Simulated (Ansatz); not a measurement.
# Ta3N: the cost of one run

Method: DFT PBE, scalar-relativistic, plane waves, PAW, in Ansatz 0.2.0.

**1. Starting point**

The structure is trigonal, space group P-3m1 (No. 164). The conventional cell has a = 3.032 Å, b = 3.032 Å, c = 7.524 Å, α = 90.00°, β = 90.00°, γ = 120.00°. Ta (site symmetry -3m) is surrounded by 12 Ta at 3.01 to 3.03 Å. Ta (site symmetry 3m) has 3 N at 2.19 Å in its first shell of neighbours. N (site symmetry -3m) is surrounded by 6 Ta at 2.19 Å.

As a file:

```cif
data_structure
_symmetry_space_group_name_H-M 'P 1'
_symmetry_Int_Tables_number 1
_cell_length_a 3.0322
_cell_length_b 3.0322
_cell_length_c 7.5241
_cell_angle_alpha 90.000
_cell_angle_beta 90.000
_cell_angle_gamma 120.000
_cell_volume 59.91
loop_
_atom_site_label
_atom_site_type_symbol
_atom_site_fract_x
_atom_site_fract_y
_atom_site_fract_z
_atom_site_occupancy
Ta1 Ta 0.00000 0.00000 0.50000 1
Ta2 Ta 0.33333 0.66667 0.17393 1
Ta3 Ta 0.66667 0.33333 0.82607 1
N1 N 0.00000 0.00000 0.00000 1
```

Source of the structure: the Materials Project (structure only).

(A quick probe on a coarse mesh, which set the mesh and smearing, is not shown.)

**3. Relaxing cell and atoms**

input.yaml reads:

```yaml
crystal:
  lattice:
    - [3.0322239879, 0.0, 0.0]
    - [-1.516111994, 2.6259830035, 0.0]
    - [0.0, 0.0, 7.524137]
  atoms:
    - { symbol: Ta, position: [0.0, 0.0, 0.5] }
    - { symbol: Ta, position: [0.33333333, 0.66666667, 0.17393] }
    - { symbol: Ta, position: [0.66666667, 0.33333333, 0.82607] }
    - { symbol: "N", position: [0.0, 0.0, 0.0] }
basis:
  ecutwfc: 420
kpoints:
  mp_grid: { grid: [18, 18, 6] }
hamiltonian:
  xc: pbe
scf:
  occupations: { method: gaussian, width: 0.1 }
output:
  forces: true
  stress: true
  eigenvalues: true
relax:
  adjacent_minimum: "off"
  f_tol: 0.005
  max_steps: 80
  cell: { stress_tol: 0.05 }
```

Started as:

```
$ ansatz run input.yaml --threads 1 --pin off --max-ram 2560MiB --backend cpu --events-out ev --progress --plain --runs-dir out
```

Q: Estimate wall time and peak memory on 1 thread of AMD EPYC 9R45 (Zen 5), shared host.

About 35 s, with a peak of 0.57 GiB.
